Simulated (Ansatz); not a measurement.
# Cl3FH2OSn: the cost of one run

Program: Ansatz 0.2.0. Level of theory: RKS PBE0/def2-SVP. These are calculated values, not measurements.

## Step 1: The structure to begin with

Bond lengths: Sn1–O2 2.310 Å, O2–H3 1.010 Å, Sn1–Cl4 2.410 Å, Sn1–Cl5 2.408 Å, Sn1–Cl6 2.408 Å, Sn1–F7 2.170 Å. Angles: Sn1–O2–H3 109.5°, O2–Sn1–Cl4 109.4°, O2–Sn1–Cl5 109.5°, O2–Sn1–Cl6 109.5°, O2–Sn1–F7 71.6°, Cl4–Sn1–Cl5 109.5°, Cl4–Sn1–Cl6 109.5°, Cl4–Sn1–F7 67.2°, Cl5–Sn1–Cl6 109.5°, Cl5–Sn1–F7 176.6°, Cl6–Sn1–F7 72.8°.

As a file:

```xyz
8

Sn    0.0000    0.0000    0.0000
O     0.0000    0.0000    2.3100
H    -0.9095   -0.2814    2.6471
Cl    2.2726    0.0000   -0.8025
Cl   -1.1351    1.9666   -0.8025
Cl   -1.1351   -1.9666   -0.8025
F     1.1326   -1.7199    0.6842
H     0.7397   -1.1233    1.8212
```

## Step 2: A restrained relaxation towards end A

Springs on the bonds that form and break draw the guess towards this end; the thresholds are loose.

Input file input.yaml:

```yaml
crystal:
  periodic: [false, false, false]
  atoms:
    - { symbol: Sn, position_ang: [0.0, 0.0, 0.0] }
    - { symbol: O, position_ang: [0.0, 0.0, 2.31] }
    - { symbol: H, position_ang: [-0.9095, -0.2814, 2.6471] }
    - { symbol: Cl, position_ang: [2.2726, 0.0, -0.8025] }
    - { symbol: Cl, position_ang: [-1.1351, 1.9666, -0.8025] }
    - { symbol: Cl, position_ang: [-1.1351, -1.9666, -0.8025] }
    - { symbol: F, position_ang: [1.1326, -1.7199, 0.6842] }
    - { symbol: H, position_ang: [0.7397, -1.1233, 1.8212] }
basis:
  gaussian: { orbitals: def2-SVP }
hamiltonian:
  xc: pbe0
relax:
  f_tol: 0.15
  max_steps: 25
  restrain:
    - { distance: [0, 6], at: 3.07, k: 30.0 }
    - { distance: [7, 1], at: 2.21, k: 30.0 }
    - { distance: [0, 1], at: 1.96, k: 30.0 }
    - { distance: [7, 6], at: 0.92, k: 30.0 }
```

Started as:

```
> ansatz run input.yaml --threads 4 --pin off --max-ram 5120MiB --backend cpu --events-out ev --progress --plain --runs-dir out
```

Q: Estimate wall time and peak memory on 4 threads of AMD EPYC 9R45 (Zen 5), shared host.

About 18 s, with a peak of 0.35 GiB.
